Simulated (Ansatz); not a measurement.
# InAg3: response to strain

Aim: deform InAg3 (equal xy, yz and zx engineering shear strains of +1 %) and compute stress, forces and field gradients with LAPW, PAW and all-electron datasets made for the crystal.

Program: Ansatz 0.2.0. Level of theory: DFT PBEsol, scalar-relativistic. These are calculated values, not measurements.

## (1) The structure to begin with

It takes space group Pm-3m (No. 221, cubic). Conventional cell: a = 4.144 Å, b = 4.144 Å, c = 4.144 Å, α = 90.00°, β = 90.00°, γ = 90.00°. Around In (site symmetry m-3m) lie 12 Ag at 2.93 Å. Ag (site symmetry 4/mmm) has 8 Ag at 2.93 Å and 4 In at 2.93 Å in its first shell of neighbours.

As a file:

```cif
data_structure
_symmetry_space_group_name_H-M 'Pm-3m'
_symmetry_Int_Tables_number 221
_cell_length_a 4.1440
_cell_length_b 4.1440
_cell_length_c 4.1440
_cell_angle_alpha 90.000
_cell_angle_beta 90.000
_cell_angle_gamma 90.000
_cell_volume 71.16
loop_
_atom_site_label
_atom_site_type_symbol
_atom_site_symmetry_multiplicity
_atom_site_Wyckoff_symbol
_atom_site_fract_x
_atom_site_fract_y
_atom_site_fract_z
_atom_site_occupancy
In1 In 1 a 0.00000 0.00000 0.00000 1
Ag1 Ag 3 c 0.00000 0.50000 0.50000 1
```

The file gives the conventional cell by its symmetry; the runs use the cell typed in the input.

Atoms are numbered in the order of the input: In1, Ag2, Ag3, Ag4.

## (2) After the deformation

Space group Pm-3m before, R-3m after.

## (3) All-electron LAPW

File input.yaml:

```yaml
crystal:
  lattice:
    - [4.144, 0.02072, 0.02072]
    - [0.02072, 4.144, 0.02072]
    - [0.02072, 0.02072, 4.144]
  atoms:
    - { symbol: In, position: [0.0, 0.0, 0.0] }
    - { symbol: Ag, position: [0.0, 0.5, 0.5] }
    - { symbol: Ag, position: [0.5, 0.0, 0.5] }
    - { symbol: Ag, position: [0.5, 0.5, 0.0] }
kpoints:
  mp_grid: { grid: [9, 9, 9] }
  band_path:
    path:
      - [0.0, 0.0, 0.0]
      - [0.5, 0.5, 0.5]
      - [0.5098274679, 0.4901725321, 0.5]
      - [0.5, -0.4901725321, 0.4901725321]
      - [0.5, 0.0, 0.0]
      - [0.0, 0.0, 0.0]
      - [0.4950862661, -0.4950862661, 0.0]
      - [0.5049137339, 0.0, 0.4950862661]
      - [0.5, 0.0, 0.5]
    npoints: 5
scf:
  occupations: { method: fermi_dirac, width: 0.05 }
hamiltonian:
  xc: pbesol
  pseudopotentials: { kind: all_electron, lapw: { basis_error: 0.0005 } }
output:
  forces: true
  stress: true
  eigenvalues: true
```

On the command line:

```bash
ansatz run input.yaml --threads 1 --pin off --max-ram 4096MiB --backend cpu --events-out ev --progress --plain --runs-dir out
```

## (4) Frozen-core PAW

File input.yaml:

```yaml
crystal:
  lattice:
    - [4.144, 0.02072, 0.02072]
    - [0.02072, 4.144, 0.02072]
    - [0.02072, 0.02072, 4.144]
  atoms:
    - { symbol: In, position: [0.0, 0.0, 0.0] }
    - { symbol: Ag, position: [0.0, 0.5, 0.5] }
    - { symbol: Ag, position: [0.5, 0.0, 0.5] }
    - { symbol: Ag, position: [0.5, 0.5, 0.0] }
kpoints:
  mp_grid: { grid: [9, 9, 9] }
scf:
  occupations: { method: fermi_dirac, width: 0.05 }
hamiltonian:
  xc: pbesol
  pseudopotentials: { kind: paw }
output:
  forces: true
  stress: true
  eigenvalues: true
  efg: { contact_densities: true }
```

## (5) Datasets made for this crystal

Changes to input.yaml since step 4:

```diff
@@ -16,3 +16,3 @@
   xc: pbesol
-  pseudopotentials: { kind: paw }
+  pseudopotentials: { kind: all_electron, datasets: crystal }
 output:
```

(Steps that only read results are left out.)

Before running it: what results should come out? Wanted: pressure; largest shear or deviatoric stress.

As calculated:

| quantity | value |
| --- | --- |
| pressure | LAPW -0.26, PAW -0.25, crystal datasets -0.27 GPa |
| largest shear or deviatoric stress (LAPW) | 0.20 GPa |

**Reading.** The largest part of the stress beyond the pressure is 0.20 GPa in size; the atoms are carried along and not relaxed. No run of the undeformed cell stands beside it, so pressure and stress hold what the given cell had before the change, as far as its symmetry allows. PAW: stress within 0.02 GPa of LAPW. Crystal datasets: stress within 0.01 GPa of LAPW.
